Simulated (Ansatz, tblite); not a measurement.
# Ge10H16 off sphere (Ge₁₀H₁₆): rung by rung

One table from this session's results is given with a row withheld; the runs are named, their logs left out.

The runs use Ansatz 0.2.0, Gaussian basis; as each input shows.

Levels to be run: GFN1-xTB, GFN2-xTB, PBE-D4/def2-TZVP, r2SCAN-D4/def2-TZVP, r2SCAN0-D4/def2-TZVP, B2PLYP/def2-TZVP, BLYP-D4/def2-TZVP, PBE+5HF/def2-SVP, PBE+10HF/def2-SVP, PBE+15HF/def2-SVP, PBE+35HF/def2-SVP, PBE+50HF/def2-SVP, PBE-D4/def2-SVP, PBE0-D4/def2-SVP, MP2/def2-SVP, RPA/def2-SVP.

### The relaxed structure

The singlet was relaxed beforehand with PBE-D4/def2-SVP.

26 atoms, charge 0, spin multiplicity 1.

Bond lengths: Ge1–Ge7 2.447 Å, Ge1–Ge8 2.447 Å, Ge1–H11 1.557 Å, Ge1–H12 1.557 Å, Ge2–Ge7 2.447 Å, Ge2–Ge9 2.447 Å, Ge2–H13 1.557 Å, Ge2–H14 1.557 Å, Ge3–Ge7 2.447 Å, Ge3–Ge10 2.447 Å, Ge3–H15 1.557 Å, Ge3–H16 1.557 Å, Ge4–Ge8 2.447 Å, Ge4–Ge10 2.447 Å, Ge4–H17 1.557 Å, Ge4–H18 1.557 Å, Ge5–Ge9 2.447 Å, Ge5–Ge10 2.447 Å and more. Angles: Ge7–Ge1–Ge8 109.7°, Ge7–Ge1–H11 109.8°, Ge7–Ge1–H12 109.9°, Ge8–Ge1–H11 109.8°, Ge8–Ge1–H12 109.9°, H11–Ge1–H12 107.8°, Ge7–Ge2–Ge9 109.7°, Ge7–Ge2–H13 109.8°, Ge7–Ge2–H14 109.9°, Ge9–Ge2–H13 109.8°, Ge9–Ge2–H14 109.9°, H13–Ge2–H14 107.8°, Ge7–Ge3–Ge10 109.7°, Ge7–Ge3–H15 109.8°, Ge7–Ge3–H16 109.8°, Ge10–Ge3–H15 109.9°, Ge10–Ge3–H16 109.8°, H15–Ge3–H16 107.8° and more.

PBE0-D4/def2-TZVP was run before; its log isn't repeated, and its numbers join the tables.

Set-up of the first run:

Tight binding, by tblite at 300 K electronic temperature and without a spin-polarisation term:

```python
tblite.interface.Calculator('GFN1-xTB', numbers, positions, charge=0, uhf=0).singlepoint()
```

Tight binding, by tblite at 300 K electronic temperature and without a spin-polarisation term:

```python
tblite.interface.Calculator('GFN2-xTB', numbers, positions, charge=0, uhf=0).singlepoint()
```

start.molden holds the orbitals of an earlier run on this state, given as this run's starting guess.

Contents of in.yaml:

```yaml
crystal:
  periodic: [false, false, false]
  atoms:
    - {symbol: Ge, position_ang: [0.005906, -2.822780, 0.003896]}
    - {symbol: Ge, position_ang: [-0.002766, -0.006357, -2.823596]}
    - {symbol: Ge, position_ang: [-2.824809, -0.004453, 0.000894]}
    - {symbol: Ge, position_ang: [0.001405, 0.004965, 2.823664]}
    - {symbol: Ge, position_ang: [-0.004088, 2.822328, -0.001483]}
    - {symbol: Ge, position_ang: [2.822458, 0.005894, -0.003160]}
    - {symbol: Ge, position_ang: [-1.414703, -1.420329, -1.411252]}
    - {symbol: Ge, position_ang: [1.418171, -1.408903, 1.416070]}
    - {symbol: Ge, position_ang: [1.409381, 1.415127, -1.419122]}
    - {symbol: Ge, position_ang: [-1.418359, 1.413914, 1.414163]}
    - {symbol: H, position_ang: [0.898238, -3.737015, -0.886681]}
    - {symbol: H, position_ang: [-0.878894, -3.744293, 0.894409]}
    - {symbol: H, position_ang: [0.889430, -0.897700, -3.737214]}
    - {symbol: H, position_ang: [-0.893102, 0.878169, -3.745526]}
    - {symbol: H, position_ang: [-3.743566, -0.892986, 0.890527]}
    - {symbol: H, position_ang: [-3.741744, 0.883778, -0.890963]}
    - {symbol: H, position_ang: [-0.883577, -0.885084, 3.745437]}
    - {symbol: H, position_ang: [0.890075, 0.899639, 3.737429]}
    - {symbol: H, position_ang: [-0.892798, 3.744195, -0.887676]}
    - {symbol: H, position_ang: [0.888534, 3.736203, 0.889234]}
    - {symbol: H, position_ang: [3.740787, -0.884514, -0.891396]}
    - {symbol: H, position_ang: [3.739639, 0.899452, 0.883097]}
    - {symbol: H, position_ang: [-2.314665, -2.325500, -2.310016]}
    - {symbol: H, position_ang: [2.322267, -2.307170, 2.317603]}
    - {symbol: H, position_ang: [2.307346, 2.317736, -2.322452]}
    - {symbol: H, position_ang: [-2.320573, 2.315673, 2.314117]}
basis:
  gaussian: {orbitals: def2-TZVP, fitting: {mean_field: def2-universal-jkfit}, initial_orbitals: start.molden}
hamiltonian: {xc: pbe, dispersion: d4}
scf: {omitted_lower_state_checks: [starts]}
output: {forces: true, orbitals: {seedname: orbitals}}
```

Run with:

```bash
ansatz run in.yaml --threads 2 --pin off --events-out ev --progress --plain --max-ram 32768MiB --backend cuda --devices 0, --max-vram 18GiB
```

Among the steps run: PBE-D4/def2-TZVP; r2SCAN-D4/def2-TZVP; r2SCAN0-D4/def2-TZVP; B2PLYP/def2-TZVP; BLYP-D4/def2-TZVP; PBE+5HF/def2-SVP; PBE+10HF/def2-SVP; PBE+15HF/def2-SVP; PBE+35HF/def2-SVP; PBE+50HF/def2-SVP; PBE-D4/def2-SVP; PBE0-D4/def2-SVP; MP2/def2-SVP; RPA/def2-SVP.

One table of the session follows, with a row left open; its other results are not shown here.

It belongs to the step «Binding energy». 

| level | binding an atom (eV) |
| --- | --- |
| HF/def2-SVP | ? |
| PBE-D4/def2-SVP | 2.833 |
| PBE-D4/def2-TZVP | 2.834 |
| BLYP-D4/def2-TZVP | 2.774 |
| r2SCAN-D4/def2-TZVP | 2.878 |
| PBE0-D4/def2-SVP | 2.836 |
| PBE0-D4/def2-TZVP | 2.836 |
| r2SCAN0-D4/def2-TZVP | 2.857 |
| MP2/def2-SVP | 2.654 |

Q: Estimate the row for HF/def2-SVP from the others.

**Answer.** binding an atom (eV): 2.024. In the column «binding an atom (eV)» it is the lowest.

To keep in mind: Free atoms were run apart at each level; binding is atoms less cluster, divided by the number of atoms, without zero-point or spin-orbit terms.
